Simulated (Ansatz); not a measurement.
**B(H2S)Cl3 (BCl3H2S): structure and electronic state**

Aim: characterise B(H2S)Cl3 (BCl3H2S) as a singlet: its structure, frontier levels and distribution of charge.

Method: RKS PBE0-D4/def2-TZVP; program: Ansatz 0.2.0, Gaussian basis.

Plan: relaxation at PBE0-D4/def2-SVP; a search for the lowest solution at PBE0-D4/def2-SVP; a single point at PBE0-D4/def2-TZVP.

## (1) The starting structure

7 atoms, charge 0, spin multiplicity 1.

Atoms are counted from 1 here; the program's logs count them from 0.

Bond lengths: B1–S2 2.124 Å, B1–Cl5 1.796 Å, B1–Cl6 1.814 Å, B1–Cl7 1.796 Å, S2–H3 1.320 Å, S2–H4 1.320 Å. Angles: S2–B1–Cl5 102.6°, S2–B1–Cl6 102.5°, S2–B1–Cl7 102.6°, Cl5–B1–Cl6 114.9°, Cl5–B1–Cl7 116.3°, Cl6–B1–Cl7 114.9°, B1–S2–H3 96.8°, B1–S2–H4 96.8°, H3–S2–H4 94.0°.

The start is a GFN1-xTB geometry.

## (2) Optimising with PBE0-D4/def2-SVP

in.yaml

```yaml
crystal:
  periodic: [false, false, false]
  atoms:
    - {symbol: B, position_ang: [0.131550, -0.225020, -0.786410]}
    - {symbol: S, position_ang: [0.134640, -0.220490, 1.337500]}
    - {symbol: H, position_ang: [0.511480, 1.034890, 1.491380]}
    - {symbol: H, position_ang: [-1.147760, 0.048460, 1.494260]}
    - {symbol: Cl, position_ang: [1.883910, -0.210570, -1.181750]}
    - {symbol: Cl, position_ang: [-0.754090, 1.308470, -1.181430]}
    - {symbol: Cl, position_ang: [-0.759730, -1.735740, -1.173550]}
basis:
  gaussian: {orbitals: def2-SVP}
hamiltonian: {xc: pbe0, dispersion: d4}
scf: {omitted_lower_state_checks: [starts]}
output: {orbitals: {seedname: orbitals}}
relax: {f_tol: 0.02, max_steps: 100}
```

Run with:

```sh
$ ansatz run in.yaml --threads 4 --pin off --events-out ev --progress --plain --max-ram 3916MiB
```

After this run come: Searching for the lowest solution, PBE0-D4/def2-SVP; Single point, PBE0-D4/def2-TZVP.

**Question.** What will the summary of the whole plan be? Wanted: point group; commonest bond, hydrogen aside; HOMO, LUMO at PBE0-D4/def2-TZVP; dipole at PBE0-D4/def2-SVP.

**Answer**, as computed:

| quantity | value |
| --- | --- |
| point group | Cs |
| commonest bond, hydrogen aside | B–Cl, 3 of mean length 1.802 Å |
| HOMO, LUMO at PBE0-D4/def2-TZVP | -8.35, -0.83 eV |
| dipole at PBE0-D4/def2-SVP | 4.75 D |

The molecule keeps its bonding pattern by the stored test; the atoms moved 0.05 Å (rms). No usable vibrations, so a minimum isn't proven. The point group is read from a loosely relaxed geometry; soft torsions can leave it below the true symmetry.
